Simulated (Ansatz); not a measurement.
# Si₂H₈O₂ (built from SMILES O[SiH3].O[SiH3]): search for a transition state

Wanted: the transition state of a four-centre ligand exchange (form Si1–O7, H2–H6 and break Si1–H2, H6–O7). The guess is relaxed with those distances held, a saddle search follows, and vibrations and two downhill relaxations check it.

The runs use Ansatz 0.2.0, Gaussian basis; PBE0-D4, def2-SVP first, then def2-TZVP.

152 further runs of the same task are left out: 152 set aside as unsound or not needed. Runs told in other sessions of the task aren't counted.

### 1 Starting geometry

The guess: 12 atoms, charge 0, spin multiplicity 1.

Atoms are counted from 1 here; the program's logs count them from 0.

Bond lengths: Si1–H3 1.452 Å, Si1–H4 1.442 Å, Si1–O5 1.637 Å, Si1–O7 1.824 Å, O5–H9 0.954 Å, H6–O7 1.100 Å, O7–Si8 1.638 Å, Si8–H10 1.459 Å, Si8–H11 1.463 Å, Si8–H12 1.457 Å. Angles: H3–Si1–H4 136.6°, H3–Si1–O5 104.2°, H3–Si1–O7 105.4°, H4–Si1–O5 92.8°, H4–Si1–O7 110.9°, O5–Si1–O7 99.1°, Si1–O5–H9 125.4°, Si1–O7–H6 84.8°, Si1–O7–Si8 139.7°, H6–O7–Si8 135.4°, O7–Si8–H10 103.3°, O7–Si8–H11 107.4°, O7–Si8–H12 108.6°, H10–Si8–H11 112.7°, H10–Si8–H12 113.2°, H11–Si8–H12 111.1°.

Coordinates:

```
Si   -0.4409   -0.3325    1.3202
H     1.3471    0.2522    1.9654
H     0.0164   -1.6793    1.6114
H    -0.9576    0.7848    2.0713
O    -1.8520   -0.5510    0.5193
H     1.3532    0.4264    0.7046
O     0.5933    0.2398   -0.0687
Si    0.4950    0.4743   -1.6870
H    -2.0110   -1.2134   -0.1484
H     1.6488    1.3190   -1.9745
H     0.5842   -0.8390   -2.3256
H    -0.7766    1.1187   -1.9879
```

Distances that are to change: Si1–O7 1.82 Å, H2–H6 1.27 Å, Si1–H2 1.99 Å, H6–O7 1.10 Å.

### 2 Relaxing the guess with the reacting distances held

Input file hold/in.yaml:

```yaml
crystal:
  periodic: [false, false, false]
  atoms:
    - {symbol: Si, position_ang: [-0.440900, -0.332500, 1.320200]}
    - {symbol: H, position_ang: [1.347100, 0.252200, 1.965400]}
    - {symbol: H, position_ang: [0.016400, -1.679300, 1.611400]}
    - {symbol: H, position_ang: [-0.957600, 0.784800, 2.071300]}
    - {symbol: O, position_ang: [-1.852000, -0.551000, 0.519300]}
    - {symbol: H, position_ang: [1.353200, 0.426400, 0.704600]}
    - {symbol: O, position_ang: [0.593300, 0.239800, -0.068700]}
    - {symbol: Si, position_ang: [0.495000, 0.474300, -1.687000]}
    - {symbol: H, position_ang: [-2.011000, -1.213400, -0.148400]}
    - {symbol: H, position_ang: [1.648800, 1.319000, -1.974500]}
    - {symbol: H, position_ang: [0.584200, -0.839000, -2.325600]}
    - {symbol: H, position_ang: [-0.776600, 1.118700, -1.987900]}
basis:
  gaussian: {orbitals: def2-SVP}
hamiltonian: {xc: pbe0, dispersion: d4}
relax: {f_tol: 0.04, max_steps: 150, escape_saddle: false, constraints: [{distance: [0, 6]}, {distance: [1, 5]}, {distance: [0, 1]}, {distance: [5, 6]}]}
```

Command:

```console
> ansatz run in.yaml --threads 4 --pin off --events-out ev --progress --plain --max-ram 9574MiB
```

Further steps of the session: A starting Hessian; Saddle search in the small basis; Saddle search in triple zeta; Vibrations at the point found; Relaxing after a step of 0.30 Å one way along the mode; Relaxing after a step of 0.30 Å the other way along the mode.

What does the calculation give? Wanted: imaginary mode; barrier from the start side; barrier from the end side; energy of the step; pairs that change; zero-point energy at the saddle.

**Answer**, as computed:

| quantity | value |
| --- | --- |
| imaginary mode | 1184i cm⁻¹ |
| barrier from the start side | 124.8 kJ/mol |
| barrier from the end side | 223.8 kJ/mol |
| energy of the step | -99.0 kJ/mol |
| pairs that change | Si1–O7 formed, H2–H6 formed, Si1–H2 broken, H6–O7 broken |
| zero-point energy at the saddle | 2.062 eV |

In words: One imaginary mode, 1184i cm⁻¹, makes this a first-order saddle. It joins the planned start and end. At PBE0-D4/def2-TZVP the electronic barrier is 124.8 kJ/mol, about 50 kT at 298 K, and the step runs 99.0 kJ/mol downhill. The barrier is thin enough for tunnelling; the leading (Wigner) term alone is a factor of 2.4 at 298 K. A step off the saddle overshot and began above it in energy, so the link to its end is likely but not proven. The ends are the nearest minima, not always the lowest complexes.
